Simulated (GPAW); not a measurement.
# PtSe (Fm-3m) in GPAW: settings compared, part 2 of 2

GPAW 26.7.0. The steps go on from the part before.

**4. Relaxation of cell and atoms, BLYP+D3(BJ)+ATM**

The input, run.py:

```python
from ase.calculators.mixing import SumCalculator
from ase.filters import FrechetCellFilter
from ase.io import read, write
from ase.optimize import BFGS
from dftd3.ase import DFTD3
from gpaw import GPAW, PW, setup_paths

setup_paths.insert(0, '.')

atoms = read('PtSe.xyz')

calc = GPAW(mode=PW(600),
            xc='BLYP',
            kpts={'size': (8, 8, 8), 'gamma': True},
            occupations={'name': 'fermi-dirac', 'width': 0.05},
            nbands=22,
            convergence={'density': 1e-05, 'forces': 0.0001},
            eigensolver='davidson',
            maxiter=150,
            txt='gpaw.txt')
atoms.calc = SumCalculator([calc, DFTD3(damping='d3bj', params_tweaks=dict(method='blyp', atm=True))])
opt = BFGS(FrechetCellFilter(atoms), trajectory='relax.traj', logfile='-')
done = opt.run(fmax=0.02, steps=60)
calc.write('gs.gpw')
write('result.traj', atoms)
print('Converged:', done)
print('Cell:', atoms.cell.cellpar().round(4))
print('Volume:', round(atoms.get_volume(), 4))
print(atoms.get_scaled_positions().round(5))
```

The input, PtSe.xyz:

```xyz
2
Lattice="0.0000000000 2.7984111300 2.7984111300 2.7984111300 0.0000000000 2.7984111300 2.7984111300 2.7984111300 0.0000000000" Properties=species:S:1:pos:R:3 pbc="T T T"
Pt     2.7984111300      2.7984111300      2.7984111300
Se     0.0000000000      0.0000000000      0.0000000000
```

Potentials or basis: PAW data sets generated in the run's folder for this functional, pw.

On the command line:

```console
$ gpaw-setup -f BLYP Pt Se
$ OMP_NUM_THREADS=1 python run.py
```

gpaw.txt:

```text
__  _  _
 | _ |_)|_||  |
 |__||  | ||/\| - 26.7.0

Input parameters:
  mode=PW(ecut=600.0),
  convergence={'density': 1e-05, 'forces': 0.0001},
  eigensolver=Davidson(niter=2),
  kpts=MonkhorstPack(size=(8, 8, 8), gamma=True),
  maxiter=150,
  nbands=22,
  occupations=Occupations(name='fermi-dirac', width=0.05),
  xc=XC(name='BLYP')

Diagonalizing LCAO Hamiltonian
Converting LCAO to pw mode

                Pt

       Se

Atoms  # Å, Bohr magnetons
|   | symbol |        x |        y |        z |    initial magnetic moments |
|---|--------|----------|----------|----------|-----------------------------|
| 0 |     Pt | 2.798411 | 2.798411 | 2.798411 | ( 0.0000,  0.0000,  0.0000) |
| 1 |     Se | 0.000000 | 0.000000 | 0.000000 | ( 0.0000,  0.0000,  0.0000) |

Unit cell  # Å
| periodic |        x |        y |        z |  lengths |    angles |
|----------|----------|----------|----------|----------|-----------|
|      yes | 0.000000 | 2.798411 | 2.798411 | 3.957551 | 60.000000 |
|      yes | 2.798411 | 0.000000 | 2.798411 | 3.957551 | 60.000000 |
|      yes | 2.798411 | 2.798411 | 0.000000 | 3.957551 | 60.000000 |

Number of symmetries: 48
Symmetry operations  # r_c * U_cc + t_c -> r_c
|    | kind |            matrix            |
|----|------|------------------------------|
|  0 |  σ   |  1, 0, 0,  1, 0,-1,  1,-1, 0 |
|  1 |  C2  |  1, 0, 0,  1,-1, 0,  1, 0,-1 |
|  2 |  E   |  1, 0, 0,  0, 1, 0,  0, 0, 1 |
|  3 |  σ   |  1, 0, 0,  0, 0, 1,  0, 1, 0 |
|  4 |  C4  |  1, 0,-1,  1, 0, 0,  1,-1, 0 |
|  5 |  S6  |  1, 0,-1,  1,-1, 0,  1, 0, 0 |
|  6 |  σ   |  1, 0,-1,  0, 1,-1,  0, 0,-1 |
|  7 |  C3  |  1, 0,-1,  0, 0,-1,  0, 1,-1 |
|  8 |  S6  |  1,-1, 0,  1, 0, 0,  1, 0,-1 |
[... 173 lines left out ...]
SCF iterations
[... 561 lines left out ...]
|iter:   4| |   -8.133481 | -2.41 | -1.60 |      |
|iter:   5| |   -8.154103 | -2.62 | -1.94 |      |
|iter:   6| |   -8.157641 | -3.22 | -2.31 |      |
|iter:   7| |   -8.157586c| -4.81 | -3.09 |      |
|iter:   8| |   -8.157585c| -5.72 | -3.48 |      |
|iter:   9| |   -8.157585c| -7.14 | -4.47 |      |
|iter:  10| |   -8.157585c| -8.29c| -5.13c|      |
|iter:  11| |   -8.157585c| -9.54c| -5.69c|-23.27c|

Converged in 11 steps
Energy contributions relative to reference atoms: (reference = -566517.610555)

Energy contributions:
  Kinetic:          21.773231
  Coulomb:         -19.480086
  Zero:             -0.621085
  External:          0.000000
  Xc:               -9.827039
  Entropy:          -0.005210
  Spinorbit:         0.000000
  ----------------------------
  Free energy:      -8.160190
  Extrapolated:     -8.157585
[... 31 lines left out ...]
Stress tensor  # eV/Ang^3
|         x |         y |         z |
|-----------|-----------|-----------|
| -0.118459 | -0.000000 | -0.000000 |
| -0.000000 | -0.118459 | -0.000000 |
| -0.000000 | -0.000000 | -0.118459 |

Forces  # eV/Ang
|       x |       y |       z |
|---------|---------|---------|
| 0.00000 | 0.00000 | 0.00000 |  # Pt   0
| 0.00000 | 0.00000 | 0.00000 |  # Se   1

Interpolating wave functions to new cell

               Pt
[... 262 lines left out ...]
Stress tensor  # eV/Ang^3
|         x |         y |         z |
|-----------|-----------|-----------|
| -0.053899 | -0.000000 | -0.000000 |
| -0.000000 | -0.053899 | -0.000000 |
| -0.000000 | -0.000000 | -0.053899 |

Forces  # eV/Ang
|       x |       y |        z |
|---------|---------|----------|
| 0.00000 | 0.00000 | -0.00000 |  # Pt   0
| 0.00000 | 0.00000 | -0.00000 |  # Se   1

Interpolating wave functions to new cell

               Pt
[... 261 lines left out ...]
Stress tensor  # eV/Ang^3
|         x |         y |         z |
|-----------|-----------|-----------|
| -0.063445 | -0.000000 | -0.000000 |
| -0.000000 | -0.063445 | -0.000000 |
| -0.000000 | -0.000000 | -0.063445 |

Forces  # eV/Ang
|       x |        y |       z |
|---------|----------|---------|
| 0.00000 |  0.00000 | 0.00000 |  # Pt   0
| 0.00000 | -0.00000 | 0.00000 |  # Se   1

# Writing to gs.gpw (mode='')
```

stdout:

```text
Step          Energy          fmax
BFGS:    0      -10.357937        2.098671
BFGS:    1      -10.528928        1.689224
BFGS:    2      -10.732431        0.834567
BFGS:    3      -10.772440        0.167107
BFGS:    4      -10.774259        0.012557
Converged: True
Cell: [ 3.7278  3.7278  3.7278 60.     60.     60.    ]
Volume: 36.6317
[[0.5 0.5 0.5]
 [0.  0.  0. ]]
```

Run time: 97 s. Hardware: 1 thread of Arm Neoverse V1, shared host; peak memory 0.23 GiB.

Results:

| Item | Value |
| --- | --- |
| Free energy | -10.7772 eV |
| Relaxed volume | 18.32 Å³/atom |
| Relaxed cell | a = 3.728 Å, b = 3.728 Å, c = 3.728 Å, α = 60.00°, β = 60.00°, γ = 60.00° |
| Space group after relaxing (to 0.05 Å) | Fm-3m (No. 225) |
| Energy gained by relaxing | 208.2 meV/atom |
| Ionic steps | 5 |
| Pressure after relaxing | -0.1 GPa |
| Band gap on the k mesh | none (metal or under the smearing width) |
| Dispersion energy per atom | -1.226 eV |

The path:
```csv
step,energy change (eV),largest force (eV/Å),pressure (GPa),volume (Å³)
1,0.0000,0.0000,-15.34,43.83
2,-0.1710,0.0000,-12.92,41.90
3,-0.3745,0.0000,7.68,34.81
4,-0.4145,0.0000,-1.45,37.01
5,-0.4163,0.0000,-0.11,36.63
```

Final structure:
```
CELL_PARAMETERS angstrom
0.00000 2.63598 2.63598
2.63598 0.00000 2.63598
2.63598 2.63598 0.00000
ATOMIC_POSITIONS crystal
Pt 0.50000 0.50000 0.50000
Se 0.00000 0.00000 0.00000
```

Caveat: later steps reuse the first step's grids; the volume moved by over 15 % at a fixed basis, so the end points are rough; pairwise dispersion overbinds metals, which lowers pressure and volume. The run has no spin-orbit coupling, so splittings on Pt are missing.

**5. Summary**

```tsv
level	gap on the mesh (eV)	pressure (GPa)	relaxed volume (Å³/atom)
BLYP+D3M(BJ)	none	-0.1	18.19
BLYP+D3(op)	none	-0.1	18.64
BLYP+D3(BJ)+ATM	none	-0.1	18.32
```

Alike in all rows: task relaxation of cell and atoms; potentials or basis PAW data sets generated in the run's folder for this functional, pw; no spin polarisation; cell relaxed; k mesh 8 × 8 × 8; cutoff (eV) 600; smearing fermi-dirac 0.05 eV.

Caveats: later steps reuse the first step's grids; pairwise dispersion overbinds metals, which lowers pressure and volume; the volume moved by over 15 % at a fixed basis, so the end points are rough (some runs).

Total energies depend on the potentials used, so only differences within one code and one set of settings carry meaning.
